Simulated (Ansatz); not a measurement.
Write the native input for Ansatz 0.2.0 that does the following.

- Task: single point
- Functional: PBEsol
- Potentials or basis: all-electron LAPW, scalar-relativistic
- Cutoff: 251 eV (chosen from the basis error)
- Basis error allowed: 0.001 eV/atom
- k mesh: 9 × 9 × 9
- Occupations: fermi-dirac, width 0.05 eV
- Spin: no spin polarisation

TaTi3:

```
Ta Ti
1.0
    -1.99787    1.99787    4.39796
     1.99787   -1.99787    4.39796
     1.99787    1.99787   -4.39796
Ta Ti
1 3
Direct
  0.99588 0.99528 0.98930
  0.49654 0.48641 0.99642
  0.26398 0.74440 0.50924
  0.76193 0.25482 0.50897
```

The cell comes from a database or a generator and needn't be the stable form of this composition.

The cell isn't the ideal one: atoms moved at random, drawn with an rms of 0.05 Å.

One way to write it, as run:

input.yaml

```yaml
crystal:
  lattice:
    - [-1.997865, 1.997865, 4.397963]
    - [1.997865, -1.997865, 4.397963]
    - [1.997865, 1.997865, -4.397963]
  atoms:
    - { symbol: Ta, position: [-0.004116, -0.004717, -0.0107] }
    - { symbol: Ti, position: [0.49654, 0.486411, -0.003579] }
    - { symbol: Ti, position: [0.263979, 0.744398, 0.509239] }
    - { symbol: Ti, position: [0.761931, 0.254815, 0.508974] }
kpoints:
  mp_grid: { grid: [9, 9, 9] }
scf:
  occupations: { method: fermi_dirac, width: 0.05 }
hamiltonian:
  xc: pbesol
  pseudopotentials: { kind: all_electron, lapw: { basis_error: 0.001 } }
output:
  forces: true
  stress: true
  eigenvalues: true
  populations: true
```

Potentials or basis: all-electron LAPW, scalar-relativistic.

Run with:

```bash
$ ansatz run input.yaml --threads 2 --pin off --max-ram 8192MiB --backend cpu --events-out ev --progress --plain --runs-dir out
```

It gave:

- Pressure: -4.6 GPa
- Largest force: 0.346 eV/Å
- Band gap on the k mesh: none (metal or under the smearing width)

Wall time 2.1 min on 2 threads of AMD EPYC 9R45 96-Core Processor (Zen 5), with other jobs on the host, peak memory 2 GiB.
